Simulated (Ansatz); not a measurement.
Predict the output of the script below (the Ansatz DFT code, driven from Python).

`cawf6.py`:
```python
'''Single point of CaWF6.'''

from pathlib import Path

import ansatz as az
import numpy as np

vectors = np.array([
    [2.8232, 1.63, 4.9876],
    [-2.8232, 1.63, 4.9876],
    [0.0, -3.2599, 4.9876],
])
cell = (
    az.Lattice.of(vectors)
    .atom('Ca', (0.5, 0.5, 0.5))
    .atom('W', (0.0, 0.0, 0.0))
    .atom('F', (0.3232, 0.7727, 0.1415))
    .atom('F', (0.1415, 0.3232, 0.7727))
    .atom('F', (0.2273, 0.8585, 0.6768))
    .atom('F', (0.8585, 0.6768, 0.2273))
    .atom('F', (0.6768, 0.2273, 0.8585))
    .atom('F', (0.7727, 0.1415, 0.3232))
)

# settings of the run
calc = cell.calculation()
calc = calc.kpoints(mesh=(5, 5, 5))
calc = calc.functional(az.Functional.R2SCAN)
calc = calc.occupations('Fermi-Dirac', width=0.15)
calc = calc.compute(density=True, potential=True, electron_localization_function=True, output_files={'volumetric_format': 'npy'})
def show(event):
    row = event['data']
    if event['event'] == 'scf_iter' and row.get('free_energy_ev') is not None:
        print(f'  iteration {row["iter"]:3d}  F = {row["free_energy_ev"]:.6f} eV  residual {row["dr2_ev"]:.2e}')


outcome = calc.session().plan().execute(on_event=show)
summary = outcome.report

print('%-22s %14.5f eV' % ('F = E - TS', summary['free_energy_ev']))
print('%-22s %14.5f eV' % ('E', summary['internal_energy_ev']))
print('%-22s %14.5f eV' % ('Harris-Foulkes', summary['harris_foulkes_ev']))
print('%-22s %14.5f eV' % ('Fermi level', summary['fermi_energy_ev']))

print('energy terms (eV)')
for term, value in summary['components'].items():
    if abs(value) > 1e-9:
        print(f'  {term:26s} {value:16.5f}')

folder = Path(outcome.write_results('fields'))
for name in sorted(p.name for p in folder.glob('*.npy')):
    field = np.load(folder / name)
    print(f'{name:16s} {str(field.shape):16s} min {field.min():10.4f}  mean {field.mean():10.4f}  max {field.max():10.4f}')

print('doubts on the final state:', summary['published_state_doubts'] or 'none')
print('warnings:', sorted({n['data']['kind'] for n in outcome.notices if n['data'].get('severity') in ('warning', 'doubt')}) or 'none')
```

`python cawf6.py` gives:
```text
DeckWarning: 4 symmetry operations that the atoms keep within the bar at which the run's group was sought (crystal.symmetry.tolerance 1.0e-5, or twice it) were not taken beside the 2 unitary ones that the detection took (of a slab, those that keep its plane). If the more symmetric cell is meant, write the vectors of crystal.lattice to more decimals, or, with the positions in fractional coordinates, give it by lengths and angles (which lays the cell in the standard orientation, to which the [...]
DeckWarning: basis.ecutwfc = 500 eV, auto-derived from the records' recommended cutoffs: set by Ca (their level for a meta-GGA)
  iteration   8  F = -17085.044779 eV  residual 9.33e-08
F = E - TS               -17085.04478 eV
E                        -17084.48220 eV
Harris-Foulkes           -17085.04478 eV
Fermi level                   5.46388 eV
energy terms (eV)
  e_band                           -867.80194
  e_kinetic                        1972.97132
  e_local                         -6834.94953
  e_nonlocal                        502.03685
  e_hartree                        2585.75099
  e_xc                             -857.11004
  e_vxc                           -1145.61695
  e_paw                          -10675.12681
  e_vpaw                           -610.63104
  e_augmentation_tail                 0.00596
  e_vtau                             76.87263
  e_ewald                         -3777.06398
  e_core_change                      -0.99696
  e_smearing                         -0.56258
elf.npy          (45, 45, 45)     min     0.0004  mean     0.2349  max     0.8655
rho.npy          (45, 45, 45)     min     0.0013  mean     0.4793  max    13.7903
v_es.npy         (45, 45, 45)     min   -74.3201  mean     2.7541  max     9.5558
v_tot.npy        (45, 45, 45)     min  -106.1912  mean    -5.7790  max     7.6835
doubts on the final state: none
warnings: none
```
(Warnings from the package without file and line, shortened.)

Absolute energies stand on the zero of these potentials, so only differences at equal settings mean something. A total without «per atom» is that of the cell as typed. No spin polarisation was allowed. The energy terms are those on the plane-wave grid, with the one-centre PAW part apart; e_band, e_vxc and e_vpaw aren't summands of the total. For a metal this k-point mesh is coarse: on a finer one energies can move by several to tens of meV an atom and pressures by half a GPa or more, differences at one mesh by less. The zero of the levels is a convention of the potentials, so an absolute Fermi energy is no work function. A Fermi-Dirac width this large means warm electrons, whose thermal share enters the free energy. The fields are valence quantities on the plane-wave grid; their values near the nuclei depend on the potentials. The structure comes from a database of computed cells and needn't be a stable or known phase. Levels are Kohn-Sham eigenvalues on this mesh, without spin-orbit coupling.

(Lines on the test bed's own set-up are left out of the output.)
